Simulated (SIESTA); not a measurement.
The system is NiMoIrPdW.

```
Ni Mo Pd Ir W
1.0
     2.76078    0.00000    0.00000
    -1.38039    2.39090    0.00000
     0.00000    0.00000   11.34051
Ni Mo Pd Ir W
1 1 1 1 1
Direct
  0.00000 0.00000 0.70917
  0.66667 0.33333 0.29425
  0.66667 0.33333 0.89901
  0.00000 0.00000 0.10604
  0.66667 0.33333 0.52921
```

The cell was built by a generator and needn't be a form met in nature.

Program: SIESTA 5.4.2. Alike in all runs: task band structure; level PBE; spin collinear, ferromagnetic start; cell as given; k mesh 11 × 11 × 3; smearing fermi-dirac 0.05 eV; grid cutoff 800 Ry; energy shift 0.003 Ry. Hardware: 4 MPI ranks on Intel(R) Xeon(R) 6975P-C (Granite Rapids), on a shared host.

Task: Order these runs on this cell by their wall time, lowest first.
A. potentials or basis PseudoDojo 0.4 standard (PBE files), DZ (energy shift 0.003 Ry; two zetas on semicore shells)
B. potentials or basis PseudoDojo 0.4 standard (PBE files), TZP (energy shift 0.003 Ry; two zetas on semicore shells)
C. potentials or basis PseudoDojo 0.4 standard (PBE files), SZ (energy shift 0.003 Ry)

Result: C (44 s), A (130 s), B (490 s).

Caveats: the basis has no polarisation orbitals (some runs).
